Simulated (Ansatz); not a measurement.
# C₃H₈Ge: small, medium and large basis sets

The task here is to estimate one member of a computed series from the others.

Method: one geometry, several basis sets; program: Ansatz 0.2.0, Gaussian basis.

The runs, in order: PBE0-D4/def2-SVP; ωB97M-V/def2-SVP; PBE0-D4/def2-QZVPP; ωB97M-V/def2-QZVPP; the functionals' def2-TZVPP values are taken from earlier runs.

**The geometry**

An earlier PBE0-D4 in a triple-zeta def2 set relaxation fixed the geometry.

SMILES `C[CH2][Ge][CH3]`, 12 atoms, charge 0, spin multiplicity 1.

Atoms are counted from 1 here; the program's logs count them from 0.

Bond lengths: C1–C2 1.530 Å, C1–H5 1.093 Å, C1–H6 1.094 Å, C1–H7 1.096 Å, C2–Ge3 2.006 Å, C2–H8 1.095 Å, C2–H9 1.093 Å, Ge3–C4 1.995 Å, C4–H10 1.094 Å, C4–H11 1.098 Å, C4–H12 1.091 Å. Angles: C2–C1–H5 111.7°, C2–C1–H6 111.6°, C2–C1–H7 112.0°, H5–C1–H6 107.3°, H5–C1–H7 107.4°, H6–C1–H7 106.6°, C1–C2–Ge3 109.5°, C1–C2–H8 110.2°, C1–C2–H9 110.1°, Ge3–C2–H8 110.1°, Ge3–C2–H9 109.3°, H8–C2–H9 107.7°, C2–Ge3–C4 96.4°, Ge3–C4–H10 112.6°, Ge3–C4–H11 107.3°, Ge3–C4–H12 112.3°, H10–C4–H11 107.1°, H10–C4–H12 109.8° and more.

Set-up of the first run:

The input, in.yaml:

```yaml
crystal:
  periodic: [false, false, false]
  atoms:
    - {symbol: C, position_ang: [-0.789621, 1.293494, 0.275448]}
    - {symbol: C, position_ang: [-0.477827, 0.049141, 1.109122]}
    - {symbol: Ge, position_ang: [1.418972, -0.516100, 0.783492]}
    - {symbol: C, position_ang: [1.125940, -1.235666, -1.053868]}
    - {symbol: H, position_ang: [-0.766089, 1.077806, -0.795601]}
    - {symbol: H, position_ang: [-1.781637, 1.693439, 0.504273]}
    - {symbol: H, position_ang: [-0.074846, 2.102698, 0.461914]}
    - {symbol: H, position_ang: [-1.163099, -0.763636, 0.845759]}
    - {symbol: H, position_ang: [-0.612723, 0.266400, 2.171848]}
    - {symbol: H, position_ang: [0.204505, -1.819518, -1.133672]}
    - {symbol: H, position_ang: [1.022501, -0.375236, -1.728079]}
    - {symbol: H, position_ang: [1.970924, -1.828124, -1.406634]}
basis:
  gaussian: {orbitals: def2-SVP}
hamiltonian: {xc: pbe0, dispersion: d4}
output: {orbitals: {seedname: orbitals}}
```

On the command line:

```bash
$ ansatz run in.yaml --threads 4 --pin off --events-out ev --progress --plain --max-ram 10444MiB
```

Among the steps run: PBE0-D4 in def2-SVP; ωB97M-V in def2-SVP; PBE0-D4 in def2-QZVPP; ωB97M-V in def2-QZVPP.

One table of the session follows, with a row left open; its other results are not shown here.

It belongs to the step «Functionals by basis». 

```
functional       basis  HOMO (eV)  LUMO (eV)
   PBE0-D4    def2-SVP      -5.89      -2.14
   PBE0-D4  def2-TZVPP      -5.92      -2.16
   PBE0-D4  def2-QZVPP      -5.96      -2.22
   ωB97M-V    def2-SVP      -8.00      -0.18
   ωB97M-V  def2-TZVPP          ?          ?
   ωB97M-V  def2-QZVPP      -8.07      -0.35
```

Estimate the missing values for ωB97M-V, def2-TZVPP.

The run gave: HOMO (eV): -8.03; LUMO (eV): -0.22. In the column «HOMO (eV)» it lies between ωB97M-V, def2-QZVPP (-8.07) and ωB97M-V, def2-SVP (-8.00).
